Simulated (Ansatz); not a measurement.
# Alloy of AlN and SiC (6 of 48 Al sites, 6 of 48 N sites exchanged), 96 atoms, part 2 of 2

Ansatz 0.2.0, PAW.

### Step 3. HSE06 on the final geometry

Contents of in.yaml:

```yaml
crystal:
  lattice:
    - [9.339164, 0.000000, 0.000000]
    - [0.000000, 10.802854, 0.000000]
    - [0.000000, 0.000000, 9.977360]
  atoms:
    - { symbol: Al, position: [0.167643, 0.085361, 0.250648] }
    - { symbol: Al, position: [0.170630, 0.082775, 0.749172] }
    - { symbol: Al, position: [0.002608, 0.330915, 0.751302] }
    - { symbol: Al, position: [0.500812, 0.085644, 0.246380] }
    - { symbol: Al, position: [0.500137, 0.083593, 0.750727] }
    - { symbol: Al, position: [0.333759, 0.332026, 0.250514] }
    - { symbol: Al, position: [0.332857, 0.335849, 0.747144] }
    - { symbol: Al, position: [0.168794, 0.583108, 0.249905] }
    - { symbol: Al, position: [0.161812, 0.579386, 0.749591] }
    - { symbol: Al, position: [0.999306, 0.835181, 0.251680] }
    - { symbol: Al, position: [0.999898, 0.832417, 0.752479] }
    - { symbol: Al, position: [0.829931, 0.084213, 0.252436] }
    - { symbol: Al, position: [0.832896, 0.083362, 0.741590] }
    - { symbol: Al, position: [0.666383, 0.332459, 0.249494] }
    - { symbol: Al, position: [0.669769, 0.335206, 0.742558] }
    - { symbol: Al, position: [0.333680, 0.835755, 0.248459] }
    - { symbol: Al, position: [0.833887, 0.580159, 0.248591] }
    - { symbol: Al, position: [0.835048, 0.582116, 0.751486] }
    - { symbol: Al, position: [0.665168, 0.836630, 0.248974] }
    - { symbol: Al, position: [0.665701, 0.832538, 0.752403] }
    - { symbol: Al, position: [0.997815, 0.168558, 0.499799] }
    - { symbol: Al, position: [0.000507, 0.166305, 0.996402] }
    - { symbol: Al, position: [0.333687, 0.167771, 0.000765] }
    - { symbol: Al, position: [0.165925, 0.413732, 0.500324] }
    - { symbol: Al, position: [0.167482, 0.414011, 0.999642] }
    - { symbol: Al, position: [0.000960, 0.668311, 0.500088] }
    - { symbol: Al, position: [0.000135, 0.667384, 0.001807] }
    - { symbol: Al, position: [0.666858, 0.169702, 0.501605] }
    - { symbol: Al, position: [0.666959, 0.167770, 0.994324] }
    - { symbol: Al, position: [0.498682, 0.416112, 0.494444] }
    - { symbol: Al, position: [0.499944, 0.416137, 0.995219] }
    - { symbol: Al, position: [0.333261, 0.664006, 0.994838] }
    - { symbol: Al, position: [0.166551, 0.916032, 0.500478] }
    - { symbol: Al, position: [0.165119, 0.917404, 0.997813] }
    - { symbol: Al, position: [0.832242, 0.417622, 0.501097] }
    - { symbol: Al, position: [0.835007, 0.414746, 0.988489] }
    - { symbol: Al, position: [0.666576, 0.666426, 0.495578] }
    - { symbol: Al, position: [0.665486, 0.666532, 0.000129] }
    - { symbol: Al, position: [0.499446, 0.915519, 0.501092] }
    - { symbol: Al, position: [0.500621, 0.918235, 0.991924] }
    - { symbol: Al, position: [0.832587, 0.914805, 0.501017] }
    - { symbol: Al, position: [0.833707, 0.917379, 0.998022] }
    - { symbol: Si, position: [0.999111, 0.333272, 0.247696] }
    - { symbol: Si, position: [0.496132, 0.583424, 0.247801] }
    - { symbol: Si, position: [0.502136, 0.584702, 0.746404] }
    - { symbol: Si, position: [0.335600, 0.835801, 0.748055] }
    - { symbol: Si, position: [0.335122, 0.165447, 0.499425] }
    - { symbol: Si, position: [0.332314, 0.670913, 0.495832] }
    - { symbol: N, position: [0.002241, 0.176475, 0.190680] }
    - { symbol: N, position: [0.007510, 0.164192, 0.691102] }
    - { symbol: N, position: [0.331543, 0.167608, 0.189759] }
    - { symbol: N, position: [0.334545, 0.170150, 0.678946] }
    - { symbol: N, position: [0.157617, 0.412932, 0.194280] }
    - { symbol: N, position: [0.169379, 0.416533, 0.688103] }
    - { symbol: N, position: [0.002696, 0.666587, 0.192653] }
    - { symbol: N, position: [0.002593, 0.669162, 0.690729] }
    - { symbol: N, position: [0.666354, 0.165888, 0.182932] }
    - { symbol: N, position: [0.661959, 0.166558, 0.695134] }
    - { symbol: N, position: [0.492989, 0.431373, 0.690547] }
    - { symbol: N, position: [0.340551, 0.664624, 0.185944] }
    - { symbol: N, position: [0.339427, 0.666689, 0.686511] }
    - { symbol: N, position: [0.165493, 0.919329, 0.187665] }
    - { symbol: N, position: [0.173739, 0.910647, 0.696456] }
    - { symbol: N, position: [0.846470, 0.412053, 0.185882] }
    - { symbol: N, position: [0.655484, 0.663155, 0.194259] }
    - { symbol: N, position: [0.656820, 0.661754, 0.689873] }
    - { symbol: N, position: [0.498559, 0.918002, 0.184205] }
    - { symbol: N, position: [0.833877, 0.915507, 0.187004] }
    - { symbol: N, position: [0.834339, 0.911216, 0.694269] }
    - { symbol: N, position: [0.177162, 0.088899, 0.444997] }
    - { symbol: N, position: [0.169365, 0.082905, 0.939071] }
    - { symbol: N, position: [0.004978, 0.336501, 0.425102] }
    - { symbol: N, position: [0.005257, 0.331084, 0.941875] }
    - { symbol: N, position: [0.487398, 0.086912, 0.440551] }
    - { symbol: N, position: [0.496879, 0.085709, 0.940770] }
    - { symbol: N, position: [0.328832, 0.322635, 0.445173] }
    - { symbol: N, position: [0.332447, 0.332271, 0.935771] }
    - { symbol: N, position: [0.178342, 0.583248, 0.444766] }
    - { symbol: N, position: [0.166829, 0.581418, 0.940443] }
    - { symbol: N, position: [0.001361, 0.832342, 0.441785] }
    - { symbol: N, position: [0.001131, 0.832330, 0.941636] }
    - { symbol: N, position: [0.835191, 0.083008, 0.936785] }
    - { symbol: N, position: [0.664615, 0.334229, 0.936681] }
    - { symbol: N, position: [0.486408, 0.588932, 0.433858] }
    - { symbol: N, position: [0.499323, 0.586177, 0.923116] }
    - { symbol: N, position: [0.329620, 0.828952, 0.929875] }
    - { symbol: N, position: [0.835956, 0.587547, 0.436797] }
    - { symbol: N, position: [0.832492, 0.586693, 0.945735] }
    - { symbol: N, position: [0.666236, 0.830707, 0.438334] }
    - { symbol: N, position: [0.667677, 0.830646, 0.943675] }
    - { symbol: C, position: [0.495928, 0.428193, 0.188927] }
    - { symbol: C, position: [0.840597, 0.417960, 0.693654] }
    - { symbol: C, position: [0.493043, 0.913169, 0.697021] }
    - { symbol: C, position: [0.833743, 0.080868, 0.443614] }
    - { symbol: C, position: [0.664716, 0.336610, 0.440454] }
    - { symbol: C, position: [0.330854, 0.825600, 0.440723] }
  symmetry: { detect: false }
kpoints:
  mp_grid: { grid: [1, 1, 1], shift: [0.25, 0.25, 0.25] }
hamiltonian:
  xc: hse06
scf:
  occupations: { method: fermi_dirac, width: 0.01 }
output:
  forces: true
  eigenvalues: true
  populations: true
  eigenstates: { kpoints: [[0.25, 0.25, 0.25]], e_range: [-6.0, 6.0], localisation: true }
  write_density: true
  write_potential: true
  elf: true
  volumetric_format: npy
```

Run with:

```
ansatz run in.yaml --threads 2 --pin off --max-ram 30400MiB --runs-dir r --events-out ev --progress --plain --backend cuda --devices 0, --max-vram 18GiB
```

Output:

```text
Pseudopotentials: kind: paw
Functional definition: HSE06
  parameter a = 0.25
  parameter omega = 0.11/bohr
  exchange = pbe_x - a*pbe_x_sr(omega) + a*exact_x_sr(omega)
  correlation = pbe_c
Crystal: 96 atoms, lattice volume = 1006.612 Å³
Basis set: ecut = 420 eV, 19659 PW (Γ), exchange–correlation on 128×150×144 points (8 copies of the dense FFT grid, shifted against one another)
Bands: 288, of which v1, the nominal top of the filled ones, is band 192 counted from 1 (191 counted from 0)
Symmetry: 1 space group operations
k-points: 1
Non-local potential: Al, projectors of the file, l = 0: 2, l = 1: 2, l = 2: 1
Non-local potential: Si, projectors of the file, l = 0: 2, l = 1: 2, l = 2: 2
Non-local potential: N, projectors of the file, l = 0: 2, l = 1: 2, l = 2: 1
Non-local potential: C, projectors of the file, l = 0: 2, l = 1: 2, l = 2: 1
PAW form: soft (Blöchl's): semilocal exchange-correlation on the pseudo side does not see the compensation charge
PAW frozen core: Al, regenerated for the run's functional, and the local potential with it (the file was generated under x = pbe(κ = 0.804, μ = 0.2195149727645171), c = pbe(β = 0.06672455060314922))
PAW frozen core: Si, regenerated for the run's functional, and the local potential with it (the file was generated under x = pbe(κ = 0.804, μ = 0.2195149727645171), c = pbe(β = 0.06672455060314922))
PAW frozen core: N, regenerated for the run's functional, and the local potential with it (the file was generated under x = pbe(κ = 0.804, μ = 0.2195149727645171), c = pbe(β = 0.06672455060314922))
PAW frozen core: C, regenerated for the run's functional, and the local potential with it (the file was generated under x = pbe(κ = 0.804, μ = 0.2195149727645171), c = pbe(β = 0.06672455060314922))
PAW one-centre angular grid: Al, 110 points (default); XC on 64 Gauss nodes
PAW one-centre angular grid: Si, 110 points (default); XC on 64 Gauss nodes
PAW one-centre angular grid: N, 110 points (default); XC on 64 Gauss nodes
PAW one-centre angular grid: C, 110 points (default); XC on 64 Gauss nodes
Initial density: superposition of atomic densities (neutral atoms: chi_scale 0, normalization atom), corrected by the library's trained network
Initial wavefunctions: pseudopotential atomic-orbital guess
Functional: x = pbe(κ = 0.804, μ = 0.2195149727645171), c = pbe(β = 0.06672455060314922), warm-up for x = pbe(κ = 0.804, μ = 0.2195149727645171) + 0.25 (exact − pbe) at short range (hse, ω = 0.20786987370883472 Å⁻¹), c = pbe(β = 0.06672455060314922); HSE06 as pw.x's `hse` composes it (authors' and Libxc's form: `xc: wpbeh`)
SCF iter   1: F=—  HF=-44132.966223 eV  |F-HF|=—  |Δ(HF+E_count)|=         —  Δρ=2.41e-3  dr2=2.02e-1  ethr=1.77e-3  ⟨swp⟩=17.0  Hψ=1738  notcnv=0
preconditioner: auto → none  [insulator: Δε(μ)=3.488 eV  Ē_g=12.938 eV  σ=0.010 eV  W_gap=1.00  n_scr=218 (ndim 8)  ℏωp=22.9 eV  f_vac=0.000  D(μ)=0.00/eV (n_scr^D=0)]
SCF iter   2: F=—  HF=-44132.943513 eV  |F-HF|=—  |Δ(HF+E_count)|=   2.27e-2  Δρ=1.21e-3  dr2=2.42e-2  ethr=5.26e-5  ⟨swp⟩=14.0  Hψ=968  notcnv=0  defer=13
SCF iter   3: F=—  HF=-44132.940567 eV  |F-HF|=—  |Δ(HF+E_count)|=   2.95e-3  Δρ=4.05e-4  dr2=2.48e-3  ethr=6.31e-6  ⟨swp⟩=11.0  Hψ=903  notcnv=0  defer=13
iter 4 solved again at ethr=4.17e-8 eV; its pass at ethr=6.45e-7 eV (dr2=1.60e-4 eV) is discarded
SCF iter   4: F=-44132.940387 eV  HF=-44132.940420 eV  |F-HF|=3.38e-5  |Δ(HF+E_count)|=   1.47e-4  Δρ=1.45e-4  dr2=1.60e-4  ethr=4.17e-8  ⟨swp⟩=5.0  Hψ=1427  notcnv=0  defer=11
SCF 1 stopped early in 4 iterations: F = -44132.940387 eV  dr2 = 1.60e-4
Initial density: handed on by an earlier stage of this run
Initial wavefunctions: those handed on with the density
Functional: x = pbe(κ = 0.804, μ = 0.2195149727645171) + 0.25 (exact − pbe) at short range (hse, ω = 0.20786987370883472 Å⁻¹), c = pbe(β = 0.06672455060314922); HSE06 as pw.x's `hse` composes it (authors' and Libxc's form: `xc: wpbeh`)
Exchange kernel: α = 0.2500, screened, ω = 0.2079 Å⁻¹, Wigner–Seitz truncation, v(0) = 904.5282 eV·Å³, q-mesh 1×1×1, nearest image of the exchange supercell L = 9.34 Å, pair-density grid 45×54×48, without the augmentation charges, whose exchange is taken in its separable form (sized by the pseudopotential files, 64×75×72 at the most)
Frozen-core exchange: fock
SCF iter   1: F=—  HF=-44155.978396 eV  |F-HF|=—  |Δ(HF+E_count)|=         —  Δρ=6.23e-3  dr2=2.10e-1  ethr=4.18e-7  ⟨swp⟩=17.0  Hψ=1946  notcnv=0
preconditioner: auto → none  [insulator: Δε(μ)=4.393 eV  Ē_g=14.903 eV  σ=0.010 eV  W_gap=1.00  n_scr=218 (ndim 8)  ℏωp=22.9 eV  f_vac=0.000  D(μ)=0.00/eV (n_scr^D=0)]
SCF iter   2: F=—  HF=-44155.904428 eV  |F-HF|=—  |Δ(HF+E_count)|=   7.40e-2  Δρ=2.85e-3  dr2=6.12e-2  ethr=4.18e-7  ⟨swp⟩=6.0  Hψ=1271  notcnv=0
SCF iter   3: F=—  HF=-44155.899185 eV  |F-HF|=—  |Δ(HF+E_count)|=   5.24e-3  Δρ=1.17e-3  dr2=6.92e-2  ethr=4.18e-7  ⟨swp⟩=7.0  Hψ=1301  notcnv=0
SCF iter   4: F=—  HF=-44155.885865 eV  |F-HF|=—  |Δ(HF+E_count)|=   1.33e-2  Δρ=1.08e-4  dr2=1.23e-2  ethr=4.18e-7  ⟨swp⟩=6.0  Hψ=1215  notcnv=0
SCF iter   5: F=—  HF=-44156.015313 eV  |F-HF|=—  |Δ(HF+E_count)|=   1.29e-1  Δρ=5.41e-4  dr2=2.53e-3  ethr=5.34e-8  ⟨swp⟩=8.0  Hψ=1442  notcnv=0
SCF iter   6: F=—  HF=-44156.014681 eV  |F-HF|=—  |Δ(HF+E_count)|=   6.32e-4  Δρ=9.96e-5  dr2=2.11e-4  ethr=5.34e-8  ⟨swp⟩=4.0  Hψ=823  notcnv=0
SCF iter   7: F=—  HF=-44156.016051 eV  |F-HF|=—  |Δ(HF+E_count)|=   1.37e-3  Δρ=8.54e-5  dr2=7.82e-5  ethr=1.66e-8  ⟨swp⟩=7.0  Hψ=1008  notcnv=0  defer=1
SCF iter   8: F=-44156.016038 eV  HF=-44156.016039 eV  |F-HF|=8.45e-7  |Δ(HF+E_count)|=   1.18e-5  Δρ=2.02e-5  dr2=5.66e-6  ethr=1.66e-8  ⟨swp⟩=3.0  Hψ=483  notcnv=0
SCF 2 stopped early in 8 iterations: F = -44156.016038 eV  dr2 = 5.66e-6
  Residual-converged pass: ⟨swp⟩=4.0  Hψ=722  notcnv=0  max |occ|·‖R‖ = 5.8e-6 eV (tolerance 6.7e-6 eV)  dr2=5.41e-6  dr2_onsite=1.34e-6  max |Δocc| = 0.0e0
hybrid outer 1: dexx = +1.375e-1 eV, tail = 7.38e-5 eV
SCF iter   1: F=—  HF=-44156.015629 eV  |F-HF|=—  |Δ(HF+E_count)|=         —  Δρ=1.14e-5  dr2=9.67e-7  ethr=9.60e-8  ⟨swp⟩=17.0  Hψ=924  notcnv=0
preconditioner: auto → none  [insulator: Δε(μ)=4.363 eV  Ē_g=14.910 eV  σ=0.010 eV  W_gap=1.00  n_scr=218 (ndim 8)  ℏωp=22.9 eV  f_vac=0.000  D(μ)=0.00/eV (n_scr^D=0)]
SCF iter   2: F=—  HF=-44156.015631 eV  |F-HF|=—  |Δ(HF+E_count)|=   2.09e-6  Δρ=7.95e-6  dr2=2.71e-7  ethr=2.34e-10  ⟨swp⟩=9.0  Hψ=1042  notcnv=0  defer=2
SCF iter   3: F=—  HF=-44156.015631 eV  |F-HF|=—  |Δ(HF+E_count)|=   3.83e-8  Δρ=3.74e-6  dr2=8.76e-8  ethr=6.38e-11  ⟨swp⟩=7.0  Hψ=604  notcnv=0  defer=1
SCF iter   4: F=-44156.015631 eV  HF=-44156.015631 eV  |F-HF|=9.60e-10  |Δ(HF+E_count)|=   1.80e-8  Δρ=1.93e-6  dr2=2.56e-8  ethr=1.62e-11  ⟨swp⟩=5.0  Hψ=597  notcnv=0  defer=1
SCF 3 converged in 4 iterations: F = -44156.015631 eV  dr2 = 2.56e-8
  Residual-converged pass: ⟨swp⟩=3.0  Hψ=484  notcnv=0  max |occ|·‖R‖ = 2.7e-6 eV (tolerance 3.1e-6 eV)  dr2=2.67e-8  dr2_onsite=9.79e-10  max |Δocc| = 0.0e0
[... from here the SCF cycle lines were not kept, up to the last twenty ...]
hybrid outer 2: dexx = +5.689e-7 eV, tail = 5.78e-8 eV, Δε = 7.16e-4 eV (about 2.36e-5 eV left of the loop's levels), ΔF = 1.62e-3 eV/Å (tail 3.10e-4)
NSCF: frozen V_eff on 1 k-points
hybrid SCF converged: 2 outer / 12 inner (+4 warm-up), last move |dexx| = 5.69e-7 eV, tail = 5.78e-8 eV
Stability not checked: this state was not tested for a lower state beside it, because the functional holds exact exchange (a hybrid, or Hartree-Fock), whose exchange loop this test does not read (fock_operator; see scf.lower_state_search)
Free energy (F): -44156.015631 eV
Harris-Foulkes:  -44156.015631 eV  (|F-HF|=9.60e-10)
Internal energy: -44156.015631 eV  (E = F + TS)
E sigma→0 (E₀):  -44156.015631 eV
Fermi energy:    10.273028 eV
--- Per-component energies (eV) ---
  E_band       = 243.135675
  E_kinetic    = 7528.829616
  E_local      = -10266.819023  (includes V_loc(G=0)·N_el)
  E_nonlocal   = 2577.149913
  E_hartree    = 3582.760428
  E_xc         = -3981.576875
  E_vxc        = -4179.203520  (∫ρ·V_xc dr)
  E_exx        = -842.971876  (= α·E_x^exact, valence–valence)
  E_paw        = -28769.454124  (= ΣΔE_a)
  E_vpaw       = -896.402285  (= ΣTr[D̂ρ^β])
  E_aug_tail   = 0.004159  (compensation charges beyond the density's cutoff)
  E_ewald      = -13980.666071
  E_core_change = -3.271786  (= ΣΔE_core)
  E_smearing   = -0.000000  (= −TS)
  E_closure    = 0.000008  (closes the sum)
  Σ components = -44156.015631   (vs F -44156.015631, Δ=-7.28e-12)
--- Forces (eV/Å), atoms counted from 1 ---
  atom   1  Al     0.04208092     0.01081230    -0.01855963
  atom   2  Al    -0.05342006     0.02172769     0.00188428
[... 56 atoms left out ...]
  atom  59  N     -0.02647221     0.09221020     0.03436489
[... 4 atoms left out ...]
  atom  64  N      0.09081999    -0.01333609     0.05580512
[... 1 atom left out ...]
  atom  66  N     -0.08979559    -0.04853392     0.03477335
[... 5 atoms left out ...]
  atom  72  N      0.06328787     0.00868454    -0.06334773
[... 1 atom left out ...]
  atom  74  N     -0.10537604     0.05001377     0.01849850
[... 10 atoms left out ...]
  atom  85  N     -0.02909893     0.01703593    -0.08285135
[... 7 atoms left out ...]
  atom  93  C     -0.06501541    -0.04091975     0.03388958
[... 2 atoms left out ...]
  atom  96  C     -0.02073757    -0.09291006     0.00434581
  max |Σ_I F_I| component: 1.35e-4 eV/Å
--- Band table (eV) ---
  k-point 0: bands = [... 180 lower levels ..., "6.4011", "6.5035", "6.6203", "6.6965", "6.9551", "7.0336", "7.1172", "7.1617", "7.3047", "7.3620", "7.7694", "8.0915", "12.4546", "12.5875", "12.7077", "12.7423", "12.8652", "12.9377", "12.9929", "13.1135", "13.1707", "13.2195", "13.3404", "13.4199", ... 84 higher levels ...]
--- Löwdin populations: 96 sites ---
  site symbol       q [e]
     0     Al      1.8669
     1     Al      1.8674
[... 94 atoms left out ...]
  spilling = 0.009358 (of n_electrons = 384.000000)
```

Run time: 50 s. Hardware: 1 × NVIDIA H100 80GB HBM3 with 2 threads of AMD EPYC 7R13, shared host; peak host memory 2.9 GiB.

At the single k point (¼, ¼, ¼) the filled levels end at 8.091 eV and the empty ones begin at 12.455 eV, a spacing of 4.36 eV.

The states next to the gap (eigenstates.tsv), from the top filled level:

```csv
level (eV),spin,filling,atoms sharing it,main element,its share,largest atom
-0.32,both,2.00,7.3,C,0.58,C95 (0.28)
0.00,both,2.00,6.8,C,0.63,C95 (0.32)
4.36,both,0.00,72.0,N,0.42,–
4.50,both,0.00,65.4,N,0.43,–
4.62,both,0.00,74.3,Al,0.44,–
4.65,both,0.00,66.6,Al,0.43,–
4.77,both,0.00,71.2,Al,0.46,–
4.85,both,0.00,78.9,Al,0.48,–
```

On these atoms HSE06 leaves forces up to 0.12 eV/Å (on N74), as they were relaxed at another level of theory (and may have been on other k points).

### Step 4. Results

This closing draws on all 2 parts. Changes of volume or cell count from the first structure of part 1.

| level | time | top filled to lowest empty (eV) |
| --- | --- | --- |
| PBEsol, relaxation | 21 s (GPU) | 3.18 |
| HSE06 | 50 s (GPU) | 4.36 |

```
     quantity                                                                       value
   relaxation                                            6 recorded steps, 5.38 eV gained
largest shift                                                                0.16 Å (N85)
 relaxed cell  a = 9.339 Å, b = 10.803 Å, c = 9.977 Å, α = 90.00°, β = 90.00°, γ = 90.00°
   mean bonds                            Al–C 1.911, Al–N 1.912, C–Si 1.767, N–Si 1.803 Å
```

**In words.** The relaxation lowers the energy by 5.38 eV; the largest shift is 0.16 Å (N85), while the volume changes by +0.4 %. The mean lengths of the listed bonds run from C–Si 1.77 Å to Al–N 1.91 Å. At the same k points, PBEsol gives a spacing 1.18 eV smaller than the 4.36 eV of HSE06. With one k point the spacing samples only the states that fold onto it, so it can exceed the gap over the zone.
